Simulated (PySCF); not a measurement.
# AgCl2H4O2 (cis-[AgCl2(H2O)2]+): the cost of one run

Programs: PySCF 2.14.0, with routines of our own; each step states its level. All values are computed. Atoms count from 0.

### Step 1. The starting structure

9 atoms, charge 1, states of the metal's open shell are computed; geometry from: model start, shaken.

### Step 2. Optimising the geometry at PBE0-D3(BJ)/def2-TZVP

What the job is given:

```
{"job": {"xc": "PBE0", "basis": "def2-TZVP", "d3": "d3bj", "grid": 1, "maxiter": 45, "kind": "geom"}, "charge": 1, "metal": "Ag", "open_shell": "d8"}
Ag     0.000020     0.004480    -0.004110
Cl     2.326640    -0.006820    -0.014870
O     -1.989100     0.020100    -0.007380
H     -2.574310     0.782350     0.005350
H     -2.563420    -0.788960    -0.000440
Cl     0.010430     2.319840    -0.006860
O     -0.028520    -2.009340    -0.027630
H     -0.003530    -2.584010     0.779070
H      0.002350    -2.567800    -0.812750
```

The run is started by

```console
> OMP_NUM_THREADS=1 python lf_run.py task.json out
```

One launch serves the whole session: the jobs run in the order shown.

Q: Estimate the wall time and peak memory of this first job on 1 thread of Intel Xeon at 2.50GHz, shared host.

About 8.2 min, with a peak of 0.83 GiB.
